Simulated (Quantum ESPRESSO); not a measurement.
**BiS: phonons at points of the zone under several settings**

```
Bi S
1.0
     2.10927    1.21779    3.50049
    -2.10927    1.21779    3.50049
     0.00000   -2.43558    3.50049
Bi S
1 1
Direct
  0.00000 0.00000 0.00000
  0.50000 0.50000 0.50000
```

The cell was built by a generator and needn't be a form met in nature.

All runs used Quantum ESPRESSO 7.5; potentials PseudoDojo 0.4.1 SR PBE standard; k mesh 7 × 7 × 7; relaxed cell; no spin polarisation; cutoff 898 eV; occupations cold, width 0.2 eV.

| level | point | frequencies (cm⁻¹) |
| --- | --- | --- |
| PBE | Γ (0.000, 0.000, 0.000) | ? |
| PBE | B (0.782, 0.500, 0.218) | 72i 36i 60 96 120 177 |

Problem. What stands in the row left open?

Solution. Frequencies 0 0 0 80 80 145 cm⁻¹.

Values marked i are imaginary: the cell is unstable against those modes at that level, or the meshes are too thin.

Caveats: some modes are imaginary (some runs); the q point doesn't lie on the k mesh, which can shift a metal's frequencies strongly unless the mesh is converged (some runs).

